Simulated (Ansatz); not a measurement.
# ZrSi3 (AuCu3 type): from the first guess to the electronic structure

Task: find the zero-pressure cell of ZrSi3 (AuCu3 type) and describe its electrons. This structure was made by substitution into a known type, so it needn't be the compound's stable form.

Program: Ansatz 0.2.0. Level of theory: DFT PBE, scalar-relativistic, plane waves, PAW. These are calculated values, not measurements.

1 further run of the same task is left out (it didn't finish).

### 1 Starting point

The structure is cubic, space group Pm-3m (No. 221). The conventional cell has a = 4.044 Å, b = 4.044 Å, c = 4.044 Å, α = 90.00°, β = 90.00°, γ = 90.00°. Zr (site symmetry m-3m) has 12 Si at 2.86 Å as nearest neighbours. Si (site symmetry 4/mmm) has 4 Zr at 2.86 Å and 8 Si at 2.86 Å as nearest neighbours.

Coordinates:

```cif
data_structure
_symmetry_space_group_name_H-M 'Pm-3m'
_symmetry_Int_Tables_number 221
_cell_length_a 4.0443
_cell_length_b 4.0443
_cell_length_c 4.0443
_cell_angle_alpha 90.000
_cell_angle_beta 90.000
_cell_angle_gamma 90.000
_cell_volume 66.15
loop_
_atom_site_label
_atom_site_type_symbol
_atom_site_symmetry_multiplicity
_atom_site_Wyckoff_symbol
_atom_site_fract_x
_atom_site_fract_y
_atom_site_fract_z
_atom_site_occupancy
Zr1 Zr 1 a 0.00000 0.00000 0.00000 1
Si1 Si 3 c 0.00000 0.50000 0.50000 1
```

### 2 The first run

Input file input.yaml:

```yaml
crystal:
  lattice:
    - [4.0442992497, 0.0, 0.0]
    - [0.0, 4.0442992497, 0.0]
    - [0.0, 0.0, 4.0442992497]
  atoms:
    - { symbol: Zr, position: [0.0, 0.0, 0.0] }
    - { symbol: Si, position: [0.0, 0.5, 0.5] }
    - { symbol: Si, position: [0.5, 0.5, 0.0] }
    - { symbol: Si, position: [0.5, 0.0, 0.5] }
basis:
  ecutwfc: 420
  ecutrho_ratio: 4
kpoints:
  mp_grid: { grid: [8, 8, 8] }
hamiltonian:
  xc: pbe
scf:
  occupations: { method: gaussian, width: 0.05 }
output:
  forces: true
  stress: true
  eigenvalues: true
```

Launch:

```sh
ansatz run input.yaml --threads 2 --pin off --max-ram 2662MiB --backend cpu --events-out ev --progress --plain --runs-dir out
```

The log of the run, shortened:

```text
Warning: RAYON_NUM_THREADS=2 ignored (pool sized by the plan → 2); use --threads N
[...]
Pseudopotentials: kind: paw
Pseudopotential: Zr, paw, valence charge 12, recommended cutoff 420 eV (normal), Zr.paw.azcp
Pseudopotential: Si, paw, valence charge 4, recommended cutoff 420 eV (normal), Si.paw.azcp
Functional definition: PBE
[...]
Crystal: 4 atoms, lattice volume = 66.150 Å³
Basis set: ecut = 420 eV, 1309 PW (Γ), exchange–correlation on 60×60×60 points (8 copies of the dense FFT grid, shifted against one another)
Bands: 16, of which v1, the nominal top of the filled ones, is band 12 counted from 1 (11 counted from 0)
Symmetry: 48 space group operations
Space group: Pm-3m (ITA 221), of the structure as read, at distance tolerance 4.0e-5 Å
k-points: 35 of 512
[...]
SCF iter   1: F=—  HF=-6091.786264 eV  |F-HF|=—  |Δ(HF+E_count)|=         —  Δρ=3.99e-3  dr2=2.73e-2  ethr=1.77e-3  ⟨swp⟩=5.5  Hψ=3176  notcnv=0
[...]
SCF iter   6: F=-6091.780942 eV  HF=-6091.780942 eV  |F-HF|=1.08e-9  |Δ(HF+E_count)|=   5.90e-8  Δρ=2.71e-6  dr2=4.05e-9  ethr=4.17e-10  ⟨swp⟩=5.8  Hψ=2501  notcnv=0
[...]
SCF converged after 6 iterations
Free energy (F): -6091.780942 eV
[...]
E sigma→0 (E₀):  -6091.779696 eV
Entropy (-TS):   -0.002492 eV (-0.623 meV/atom)
Fermi energy:    12.265829 eV
[...]
--- Forces (eV/Å), atoms counted from 1 ---
  atom   1  Zr     0.00000000    -0.00000000    -0.00000000
  atom   2  Si    -0.00000000     0.00000000    -0.00000000
  atom   3  Si    -0.00000000    -0.00000000     0.00000000
  atom   4  Si    -0.00000000     0.00000000     0.00000000
[...]
--- Stress (GPa, compression-positive) ---
       -4.260545      -0.000000       0.000000
       -0.000000      -4.260545       0.000000
        0.000000      -0.000000      -4.260545
  P = ⅓ Tr σ = -4.2605 GPa (-42.605 kbar)
--- Band table (eV; the first three rows and the last of 35) ---
  k-point 0: bands = ["-37.1926", "-15.2696", "-15.2696", "-15.2696", "-0.4404", "6.4089", "6.4089", "8.3481", "8.3481", "8.3481", "12.0686", "12.0686", "12.0686", "12.8700", "14.2487", "14.2487"]
[...]
```

Run time: 1.1 s. Hardware: 2 threads of Arm Neoverse V2, shared host; peak memory 0.34 GiB.

This gives: volume 16.538 Å³/atom, pressure -4.26 GPa, metallic.

### 3 Stepping to 16.068 Å³/atom

input.yaml, as its differences from that of step 2:

```diff
@@ -2,5 +2,5 @@
   lattice:
-    - [4.0442992497, 0.0, 0.0]
-    - [0.0, 4.0442992497, 0.0]
-    - [0.0, 0.0, 4.0442992497]
+    - [4.0056399565, 0.0, 0.0]
+    - [0.0, 4.0056399565, 0.0]
+    - [0.0, 0.0, 4.0056399565]
   atoms:
```

Launch:

```sh
ansatz run input.yaml --threads 2 --pin off --max-ram 2662MiB --backend cpu --events-out ev --progress --plain --runs-dir out
```

The log of the run, shortened:

```text
Warning: RAYON_NUM_THREADS=2 ignored (pool sized by the plan → 2); use --threads N
[...]
[... 4 set-up lines as earlier in the session ...]
[...]
Crystal: 4 atoms, lattice volume = 64.271 Å³
Basis set: ecut = 420 eV, 1237 PW (Γ), exchange–correlation on 54×54×54 points (8 copies of the dense FFT grid, shifted against one another)
Bands: 16, of which v1, the nominal top of the filled ones, is band 12 counted from 1 (11 counted from 0)
[... 2 set-up lines as earlier in the session ...]
k-points: 35 of 512
[...]
SCF iter   1: F=—  HF=-6091.820245 eV  |F-HF|=—  |Δ(HF+E_count)|=         —  Δρ=4.21e-3  dr2=3.06e-2  ethr=1.77e-3  ⟨swp⟩=5.5  Hψ=3191  notcnv=0
[...]
SCF iter   6: F=-6091.814122 eV  HF=-6091.814122 eV  |F-HF|=2.71e-9  |Δ(HF+E_count)|=   4.83e-8  Δρ=3.09e-6  dr2=6.44e-9  ethr=4.17e-10  ⟨swp⟩=5.9  Hψ=2520  notcnv=0
[...]
SCF converged after 6 iterations
Free energy (F): -6091.814122 eV
[...]
E sigma→0 (E₀):  -6091.813045 eV
Entropy (-TS):   -0.002154 eV (-0.538 meV/atom)
Fermi energy:    12.690036 eV
[...]
--- Forces (eV/Å), atoms counted from 1 ---
  atom   1  Zr    -0.00000000     0.00000000     0.00000000
  atom   2  Si     0.00000000     0.00000000    -0.00000000
  atom   3  Si    -0.00000000    -0.00000000     0.00000000
  atom   4  Si    -0.00000000    -0.00000000    -0.00000000
[...]
--- Stress (GPa, compression-positive) ---
       -1.317396       0.000000       0.000000
        0.000000      -1.317396      -0.000000
        0.000000      -0.000000      -1.317396
  P = ⅓ Tr σ = -1.3174 GPa (-13.174 kbar)
--- Band table (eV; the first three rows and the last of 35) ---
  k-point 0: bands = ["-36.6840", "-14.7790", "-14.7790", "-14.7790", "-0.2223", "6.7720", "6.7720", "8.6947", "8.6947", "8.6947", "12.4617", "12.4617", "12.4617", "13.2552", "14.7256", "14.7256"]
[...]
```

Run time: 1.2 s. Hardware: 2 threads of Arm Neoverse V2, shared host; peak memory 0.34 GiB.

Result: volume 16.068 Å³/atom, pressure -1.32 GPa, metallic.

### 4 Next volume: 15.880 Å³/atom

input.yaml, as its differences from that of step 3:

```diff
@@ -2,5 +2,5 @@
   lattice:
-    - [4.0056399565, 0.0, 0.0]
-    - [0.0, 4.0056399565, 0.0]
-    - [0.0, 0.0, 4.0056399565]
+    - [3.9899433751, 0.0, 0.0]
+    - [0.0, 3.9899433751, 0.0]
+    - [0.0, 0.0, 3.9899433751]
   atoms:
```

Launch:

```sh
ansatz run input.yaml --threads 2 --pin off --max-ram 2662MiB --backend cpu --events-out ev --progress --plain --runs-dir out
```

The log of the run, shortened:

```text
Warning: RAYON_NUM_THREADS=2 ignored (pool sized by the plan → 2); use --threads N
[...]
[... 4 set-up lines as earlier in the session ...]
[...]
Crystal: 4 atoms, lattice volume = 63.518 Å³
Basis set: ecut = 420 eV, 1237 PW (Γ), exchange–correlation on 54×54×54 points (8 copies of the dense FFT grid, shifted against one another)
Bands: 16, of which v1, the nominal top of the filled ones, is band 12 counted from 1 (11 counted from 0)
[... 2 set-up lines as earlier in the session ...]
k-points: 35 of 512
[...]
SCF iter   1: F=—  HF=-6091.823613 eV  |F-HF|=—  |Δ(HF+E_count)|=         —  Δρ=4.28e-3  dr2=3.17e-2  ethr=1.77e-3  ⟨swp⟩=5.5  Hψ=3196  notcnv=0
[...]
SCF iter   6: F=-6091.817232 eV  HF=-6091.817232 eV  |F-HF|=2.46e-9  |Δ(HF+E_count)|=   4.40e-8  Δρ=3.04e-6  dr2=6.00e-9  ethr=4.17e-10  ⟨swp⟩=5.9  Hψ=2494  notcnv=0
[...]
SCF converged after 6 iterations
Free energy (F): -6091.817232 eV
[...]
E sigma→0 (E₀):  -6091.816222 eV
Entropy (-TS):   -0.002019 eV (-0.505 meV/atom)
Fermi energy:    12.866390 eV
[...]
--- Forces (eV/Å), atoms counted from 1 ---
  atom   1  Zr    -0.00000000     0.00000000    -0.00000000
  atom   2  Si    -0.00000000     0.00000000    -0.00000000
  atom   3  Si    -0.00000000     0.00000000     0.00000000
  atom   4  Si    -0.00000000     0.00000000     0.00000000
[...]
--- Stress (GPa, compression-positive) ---
        0.003839       0.000000       0.000000
        0.000000       0.003839       0.000000
       -0.000000       0.000000       0.003839
  P = ⅓ Tr σ = 0.0038 GPa (0.038 kbar)
--- Band table (eV; the first three rows and the last of 35) ---
  k-point 0: bands = ["-36.4734", "-14.5761", "-14.5761", "-14.5761", "-0.1311", "6.9217", "6.9217", "8.8393", "8.8393", "8.8393", "12.6244", "12.6244", "12.6244", "13.4147", "14.9237", "14.9237"]
[...]
```

Run time: 1.1 s. Hardware: 2 threads of Arm Neoverse V2, shared host; peak memory 0.33 GiB.

In short: volume 15.880 Å³/atom, pressure 0.00 GPa, no gap.

### 5 The way to zero pressure

```csv
step,level,mesh,relaxed,volume (Å³/atom),pressure (GPa)
2,PBE,8×8×8,nothing,16.538,-4.26
3,PBE,8×8×8,nothing,16.068,-1.32
4,PBE,8×8×8,nothing,15.880,0.00
```

The cell before and after:

| cell as typed | before | after | change |
| --- | --- | --- | --- |
| a (Å) | 4.044 | 3.990 | -1.3 % |
| b (Å) | 4.044 | 3.990 | -1.3 % |
| c (Å) | 4.044 | 3.990 | -1.3 % |
| volume (Å³/atom) | 16.538 | 15.880 | -4.0 % |
| shortest distance (Å) | 2.860 | 2.821 | -1.3 % |
| space group | Pm-3m | Pm-3m | same |

### 6 The electronic structure

input.yaml, as its differences from that of step 4:

```diff
@@ -15,2 +15,7 @@
   mp_grid: { grid: [8, 8, 8] }
+  band_path:
+    path:
+      - [[0.0, 0.0, 0.0], [0.0, 0.5, 0.0], [0.5, 0.5, 0.0], [0.0, 0.0, 0.0], [0.5, 0.5, 0.5], [0.0, 0.5, 0.0]]
+      - [[0.5, 0.5, 0.5], [0.5, 0.5, 0.0]]
+    npoints: 14
 hamiltonian:
@@ -19,2 +24,3 @@
   occupations: { method: gaussian, width: 0.05 }
+  n_extra_bands: 13
 output:
@@ -23 +29,8 @@
   eigenvalues: true
+  populations: true
+  dos: { projected: true, de: 0.02, nscf_kmesh: { grid: [12, 12, 12] } }
+  bader: true
+  write_density: true
+  write_potential: true
+  elf: true
+  volumetric_format: npy
```

Launch:

```sh
ansatz run input.yaml --threads 2 --pin off --max-ram 2662MiB --backend cpu --events-out ev --progress --plain --runs-dir out
```

The log of the run:

```text
Warning: RAYON_NUM_THREADS=2 ignored (pool sized by the plan → 2); use --threads N
scf.n_extra_bands = 13 over 12 filled bands (N_el = 24.0): the run solves 25 bands
Engine: ansatz 0.2.0, aarch64-unknown-linux-gnu
[... 4 set-up lines as earlier in the session ...]
  parameter kappa = 0.804
  parameter beta = 0.06672455060314922
  exchange = pbe_x(kappa = kappa, mu = beta*pi^2/3)
  correlation = pbe_c(beta = beta)
Crystal: 4 atoms, lattice volume = 63.518 Å³
Basis set: ecut = 420 eV, 1237 PW (Γ), exchange–correlation on 54×54×54 points (8 copies of the dense FFT grid, shifted against one another)
Bands: 25, of which v1, the nominal top of the filled ones, is band 12 counted from 1 (11 counted from 0)
[... 2 set-up lines as earlier in the session ...]
k-points: 35 of 512
Non-local potential: Zr, projectors of the file, l = 0: 3, l = 1: 2, l = 2: 2, l = 3: 2
Non-local potential: Si, projectors of the file, l = 0: 2, l = 1: 2, l = 2: 2
PAW form: soft (Blöchl's): semilocal exchange-correlation on the pseudo side does not see the compensation charge
PAW one-centre angular grid: Zr, 590 points (default); XC on 64 Gauss nodes
PAW one-centre angular grid: Si, 110 points (default); XC on 64 Gauss nodes
Initial density: superposition of atomic densities (neutral atoms: chi_scale 0, normalization atom), corrected by the library's trained network
Initial wavefunctions: pseudopotential atomic-orbital guess
Functional: x = pbe(κ = 0.804, μ = 0.2195149727645171), c = pbe(β = 0.06672455060314922)
SCF iter   1: F=—  HF=-6091.823581 eV  |F-HF|=—  |Δ(HF+E_count)|=         —  Δρ=4.21e-3  dr2=3.05e-2  ethr=1.77e-3  ⟨swp⟩=5.1  Hψ=4372  notcnv=0  defer=27
preconditioner: auto → Kerker (q_TF=auto, 2.320 Å⁻¹)  [metal: Δε(μ)=0.032 eV  Ē_g=10.236 eV  σ=0.050 eV  W_gap=0.35  n_scr=18 (ndim 8)  ℏωp=18.6 eV  f_vac=0.000  D(μ)=1.94/eV (n_scr^D=18)]
SCF iter   2: F=—  HF=-6091.818856 eV  |F-HF|=—  |Δ(HF+E_count)|=   4.72e-3  Δρ=2.16e-3  dr2=6.89e-3  ethr=1.27e-4  ⟨swp⟩=1.0  Hψ=1155  notcnv=0  defer=109
SCF iter   3: F=—  HF=-6091.817348 eV  |F-HF|=—  |Δ(HF+E_count)|=   1.51e-3  Δρ=5.33e-4  dr2=3.72e-4  ethr=2.87e-5  ⟨swp⟩=2.1  Hψ=885  notcnv=0  defer=109
SCF iter   4: F=—  HF=-6091.817225 eV  |F-HF|=—  |Δ(HF+E_count)|=   1.23e-4  Δρ=9.66e-5  dr2=5.45e-6  ethr=1.55e-6  ⟨swp⟩=2.1  Hψ=908  notcnv=0  defer=109
SCF iter   5: F=—  HF=-6091.817232 eV  |F-HF|=—  |Δ(HF+E_count)|=   6.84e-6  Δρ=1.76e-5  dr2=1.84e-7  ethr=2.27e-8  ⟨swp⟩=2.5  Hψ=989  notcnv=0  defer=109
SCF iter   6: F=-6091.817232 eV  HF=-6091.817232 eV  |F-HF|=6.88e-10  |Δ(HF+E_count)|=   2.62e-8  Δρ=2.35e-6  dr2=2.28e-9  ethr=4.17e-10  ⟨swp⟩=11.3  Hψ=5426  notcnv=0
SCF 1 converged in 6 iterations: F = -6091.817232 eV  dr2 = 2.28e-9
NSCF: frozen V_eff on 86 k-points
NSCF: frozen V_eff on 84 k-points
SCF converged after 6 iterations
Free energy (F): -6091.817232 eV
Harris-Foulkes:  -6091.817232 eV  (|F-HF|=6.88e-10)
Internal energy: -6091.815213 eV  (E = F + TS)
E sigma→0 (E₀):  -6091.816222 eV
Entropy (-TS):   -0.002019 eV (-0.505 meV/atom)
Fermi energy:    12.866394 eV
--- Per-component energies (eV) ---
  E_band       = -37.487386
  E_kinetic    = 458.793285
  E_local      = -766.257712  (includes V_loc(G=0)·N_el)
  E_nonlocal   = 155.912666
  E_hartree    = 268.410125
  E_xc         = -331.045836
  E_vxc        = -336.329637  (∫ρ·V_xc dr)
  E_paw        = -4490.966671  (= ΣΔE_a)
  E_vpaw       = -86.425918  (= ΣTr[D̂ρ^β])
  E_aug_tail   = 0.000051  (compensation charges beyond the density's cutoff)
  E_ewald      = -1386.661120
  E_smearing   = -0.002019  (= −TS)
  E_closure    = -0.000000  (closes the sum)
  Σ components = -6091.817232   (vs F -6091.817232, Δ=0.00e0)
--- Forces (eV/Å), atoms counted from 1 ---
  atom   1  Zr     0.00000000     0.00000000    -0.00000000
  atom   2  Si     0.00000000     0.00000000    -0.00000000
  atom   3  Si    -0.00000000     0.00000000     0.00000000
  atom   4  Si     0.00000000    -0.00000000    -0.00000000
  max |Σ_I F_I| component: 1.20e-30 eV/Å
--- Stress (GPa, compression-positive) ---
        0.003893       0.000000       0.000000
        0.000000       0.003893       0.000000
        0.000000       0.000000       0.003893
  P = ⅓ Tr σ = 0.0039 GPa (0.039 kbar)
--- Band table (eV; the first three rows and the last of 35) ---
  k-point 0: bands = ["-36.4734", "-14.5760", "-14.5760", "-14.5760", "-0.1311", "6.9217", "6.9217", "8.8393", "8.8393", "8.8393", "12.6244", "12.6244", "12.6244", "13.4147", "14.9237", "14.9237", "14.9237", "15.2828", "15.2828", "19.0777", "19.0777", "19.0777", "20.8826", "20.8826", "20.8826"]
  k-point 1: bands = ["-36.4729", "-14.5902", "-14.5748", "-14.5748", "0.0262", "6.1988", "7.0585", "8.8077", "8.8077", "9.3424", "12.3418", "12.3418", "12.6833", "13.3195", "13.9276", "15.4980", "15.5470", "15.5470", "16.9293", "18.1719", "18.1719", "18.4757", "20.5178", "22.0798", "22.0798"]
  k-point 2: bands = ["-36.4716", "-14.6241", "-14.5717", "-14.5717", "0.4857", "4.8904", "7.4672", "8.7150", "8.7150", "10.2942", "11.6996", "12.0068", "12.0068", "12.8355", "14.7399", "16.1358", "16.3613", "16.3613", "17.5008", "17.5772", "17.5772", "18.5619", "19.7593", "22.3673", "24.0574"]
  k-point 34: bands = ["-36.4634", "-14.6411", "-14.6411", "-14.6411", "4.5082", "4.5082", "4.5082", "6.1184", "8.1489", "8.1489", "8.1489", "13.3803", "14.5665", "14.5665", "16.2597", "16.2597", "16.2597", "19.7657", "19.7657", "19.7657", "20.3581", "20.3581", "22.6950", "22.6950", "22.6950"]
--- Löwdin populations: 4 sites ---
  site symbol       q [e]
     0     Zr     11.7659
     1     Si      3.9829
     2     Si      3.9829
     3     Si      3.9829
  spilling = 0.011900 (of n_electrons = 24.000000)
--- Bader charges: 4 sites ---
  site symbol  charge [e]  shift [e]
     0     Zr      1.3670     0.0000
     1     Si     -0.4557     0.0000
     2     Si     -0.4557     0.0000
     3     Si     -0.4557     0.0000
  estimated error of the sums over rays = 4.2e-4 e
```

It took 10 s on 2 threads of Arm Neoverse V2, shared host; peak memory 0.35 GiB.

In short: volume 15.880 Å³/atom, pressure 0.00 GPa, a metal on this mesh.

Band energies at the corners of the path (eV from the Fermi level), the three nearest on each side:

```
point             filled           empty
    Γ  -0.24 -0.24 -0.24  0.55 2.06 2.06
    X  -0.96 -0.96 -0.12  0.21 0.49 2.62
    M  -3.05 -1.09 -0.99  0.75 0.75 1.08
    R  -4.72 -4.72 -4.72  0.51 1.70 1.70
```

Bands that cross the Fermi level on the path (counted from 0), with the number of crossings: 11: 5, 12: 10, 13: 2.

The density of states, summed over windows 1 eV wide (Fermi level at zero):

| from | to | total | Si 3p | Zr 4d | Si 3s |
| --- | --- | --- | --- | --- | --- |
| -7 | -6 | 0.76 | 0.26 | 0.16 | 0.33 |
| -6 | -5 | 1.16 | 0.72 | 0.19 | 0.18 |
| -5 | -4 | 2.41 | 1.69 | 0.53 | 0.11 |
| -4 | -3 | 1.81 | 1.08 | 0.62 | 0.07 |
| -3 | -2 | 1.38 | 0.69 | 0.42 | 0.21 |
| -2 | -1 | 1.72 | 0.89 | 0.43 | 0.30 |
| -1 | 0 | 1.58 | 0.73 | 0.51 | 0.20 |
| 0 | 1 | 2.58 | 0.87 | 1.16 | 0.30 |
| 1 | 2 | 3.24 | 0.86 | 1.58 | 0.34 |
| 2 | 3 | 2.62 | 0.90 | 0.99 | 0.36 |
| 3 | 4 | 2.72 | 1.16 | 0.70 | 0.32 |
| 4 | 5 | 1.93 | 1.03 | 0.36 | 0.15 |
| 5 | 6 | 2.90 | 1.52 | 0.52 | 0.21 |

Below -7 eV the file holds 3.3 more states, down to its end at -10 eV.

The projection uses the shells of the potentials' files: it has no valence p orbitals on Zr, so such weight is missing from the shares.

Density in a lattice plane of the grid's cell (edges 3.99 and 3.99 Å, at 0.000 of the third edge), which holds Zr and Si.

Ten even steps from '0' (0.05 e/Å³) to '9' (4.11 e/Å³):
```
899852100000000000125899
998642000000000000024689
765421000000000000012456
332110000000000000001123
110000000000000000000001
000000000000000000000000
000000000000000000000000
000000000000000000000000
000000000000000000000000
000000000000000000000000
000000000000000000000000
000000000000000000000000
000000000000000000000000
000000000000000000000000
110000000000000000000001
332110000000000000001123
765421000000000000012456
998642000000000000024689
899852100000000000125899
689863100000000000136898
```
Columns run along the first of these edges and rows up along the second, over one cell in 24 and 20 even steps from the bottom left corner. Atoms in the plane (fractional): Zr at (0.00, 0.00), Si at (0.50, 0.50).

ELF in the same plane.

Values, 12 rows by 12 columns:
```
0.49 0.72 0.72 0.24 0.13 0.23 0.28 0.23 0.13 0.24 0.72 0.72
0.76 0.72 0.46 0.17 0.29 0.46 0.52 0.46 0.29 0.17 0.46 0.72
0.32 0.24 0.17 0.30 0.59 0.71 0.73 0.71 0.59 0.30 0.17 0.24
0.10 0.13 0.29 0.59 0.73 0.67 0.60 0.67 0.73 0.59 0.29 0.13
0.16 0.23 0.46 0.71 0.67 0.43 0.40 0.43 0.67 0.71 0.46 0.23
0.20 0.28 0.52 0.73 0.60 0.40 0.66 0.40 0.60 0.73 0.52 0.28
0.16 0.23 0.46 0.71 0.67 0.43 0.40 0.43 0.67 0.71 0.46 0.23
0.10 0.13 0.29 0.59 0.73 0.67 0.60 0.67 0.73 0.59 0.29 0.13
0.32 0.24 0.17 0.30 0.59 0.71 0.73 0.71 0.59 0.30 0.17 0.24
0.76 0.72 0.46 0.17 0.29 0.46 0.52 0.46 0.29 0.17 0.46 0.72
0.49 0.72 0.72 0.24 0.13 0.23 0.28 0.23 0.13 0.24 0.72 0.72
0.00 0.49 0.76 0.32 0.10 0.16 0.20 0.16 0.10 0.32 0.76 0.49
```
Columns run along the first of these edges and rows up along the second, over one cell in 12 and 12 even steps from the bottom left corner. Atoms in the plane (fractional): Zr at (0.00, 0.00), Si at (0.50, 0.50).

Both are smooth fields of the valence electrons: close to the nuclei they are not physical.

The highest ELF values outside the cores: 0.74 on the Si–Zr line, 0.9 Å from Si; 0.74 in the shell around Si, 0.9 Å from Si; 0.73 beside Si, off the lines to its neighbours, 1.0 Å from Si.

### 7 Outcome

```
                     quantity                                                                      value
                  space group                                                            Pm-3m (No. 221)
            conventional cell  a = 3.990 Å, b = 3.990 Å, c = 3.990 Å, α = 90.00°, β = 90.00°, γ = 90.00°
                       volume                                                             15.880 Å³/atom
                     pressure                                                                   0.00 GPa
                          gap                                                               none (metal)
    states at the Fermi level                                                        1.9 per eV per cell
                Bader charges                                                       Zr +1.37; Si -0.46 e
highest ELF outside the cores                                                  0.74, about 0.9 Å from Si
```

From the first run shown, the volume went from 16.54 to 15.88 Å³/atom (-4.0 %) in 3 runs, where the pressure is zero within 0.01 GPa. It comes out metallic; the largest share of the states at the Fermi level is Si 3p (44 % of the projected weight, then Zr 4d with 39 %). Zr gives up the most charge, +1.37 e by Bader's partition.
